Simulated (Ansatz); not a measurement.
# Cu3Pt: the cost of one run

Program: Ansatz 0.2.0. Level of theory: DFT PBEsol, scalar-relativistic, plane waves, PAW. These are calculated values, not measurements.

**1. The system as given**

It takes space group Pm-3m (No. 221, cubic). Conventional cell: a = 3.710 Å, b = 3.710 Å, c = 3.710 Å, α = 90.00°, β = 90.00°, γ = 90.00°. Cu (site symmetry 4/mmm) is surrounded by 8 Cu at 2.62 Å and 4 Pt at 2.62 Å. Around Pt (site symmetry m-3m) lie 12 Cu at 2.62 Å.

Structure file:

```
CELL_PARAMETERS angstrom
3.71000 0.00000 0.00000
0.00000 3.71000 0.00000
0.00000 0.00000 3.71000
ATOMIC_POSITIONS crystal
Cu 0.00000 0.50000 0.50000
Cu 0.50000 0.00000 0.50000
Cu 0.50000 0.50000 0.00000
Pt 0.00000 0.00000 0.00000
```

Source of the structure: the Crystallography Open Database.

(A quick probe on a coarse mesh, which set the mesh and smearing, is not shown.)

**3. Full relaxation**

Input file input.yaml:

```yaml
crystal:
  lattice:
    - [3.71, 0.0, 0.0]
    - [0.0, 3.71, 0.0]
    - [0.0, 0.0, 3.71]
  atoms:
    - { symbol: Cu, position: [0.0, 0.5, 0.5] }
    - { symbol: Cu, position: [0.5, 0.0, 0.5] }
    - { symbol: Cu, position: [0.5, 0.5, 0.0] }
    - { symbol: Pt, position: [0.0, 0.0, 0.0] }
basis:
  ecutwfc: 420
kpoints:
  mp_grid: { grid: [12, 12, 12] }
hamiltonian:
  xc: pbesol
scf:
  occupations: { method: gaussian, width: 0.1 }
output:
  forces: true
  stress: true
  eigenvalues: true
  write_density: true
  write_potential: true
  elf: true
  volumetric_format: npy
relax:
  adjacent_minimum: "off"
  f_tol: 0.005
  max_steps: 80
  cell: { stress_tol: 0.05 }
```

On the command line:

```bash
> ansatz run input.yaml --threads 1 --pin off --max-ram 2560MiB --backend cpu --events-out ev --progress --plain --runs-dir out
```

Q: Estimate wall time and peak memory on 1 thread of AMD EPYC 7R13 (Zen 3), shared host.

About 49 s, with a peak of 0.5 GiB.
